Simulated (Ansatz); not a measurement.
# W: the cost of one run

Program: Ansatz 0.2.0. Level of theory: DFT LDA, scalar-relativistic, plane waves, PAW. These are calculated values, not measurements.

The COD cell was measured well above room temperature, so it is larger than a cold one.

16 further runs of the same task are left out: 1 that didn't finish, 15 set aside as unsound or not needed.

## (1) The system as given

The structure is cubic, space group Im-3m (No. 229). Conventional cell: a = 3.136 Å, b = 3.136 Å, c = 3.136 Å, α = 90.00°, β = 90.00°, γ = 90.00°. W (site symmetry m-3m) has 8 W at 2.72 Å as nearest neighbours.

Structure file:

```xyz
1
Lattice="-1.5681 1.5681 1.5681 1.5681 -1.5681 1.5681 1.5681 1.5681 -1.5681" Properties=species:S:1:pos:R:3 pbc="T T T"
W     0.0000    0.0000    0.0000
```

It is the result of an earlier relaxation at this level (volume 15.42 Å³/atom; gap on the mesh: none (metal)).

## (2) Plan of the line

The energy is mapped over two homogeneous strains (x along [1 0 0], y along [0 1 0], z along [0 0 1] of the conventional cell).

First coordinate, equal engineering shear yz, xz and xy: 7 values from −7.00 %. Second coordinate, equal normal strain along x, y and z: 7 values from −3 to 3 %.

Nothing else is relaxed (symmetry fixes all fractional coordinates). Energies count from the relaxed crystal. Points are written as (first, second).

## (3) The run at (7.00 %, −3 %)

input.yaml

```yaml
crystal:
  lattice:
    - [-1.4112702291, 1.5210356913, 1.5210356913]
    - [1.5210356913, -1.4112702291, 1.5210356913]
    - [1.5210356913, 1.5210356913, -1.4112702291]
  atoms:
    - { symbol: W, position: [0.0, 0.0, 0.0] }
basis:
  ecutwfc: 420
kpoints:
  mp_grid: { grid: [20, 20, 20] }
hamiltonian:
  xc: lda
  pseudopotentials: { kind: paw, azcp: { folder: soft_1 } }
scf:
  occupations: { method: gaussian, width: 0.15 }
output:
  forces: true
  stress: true
  eigenvalues: true
```

Command:

```console
> ansatz run input.yaml --threads 1 --pin off --max-ram 2048MiB --backend cpu --events-out ev --progress --plain --runs-dir out
```

What time and memory should one allow on 1 thread of Arm Neoverse V1, shared host?

About 7.8 s, with a peak of 0.38 GiB.
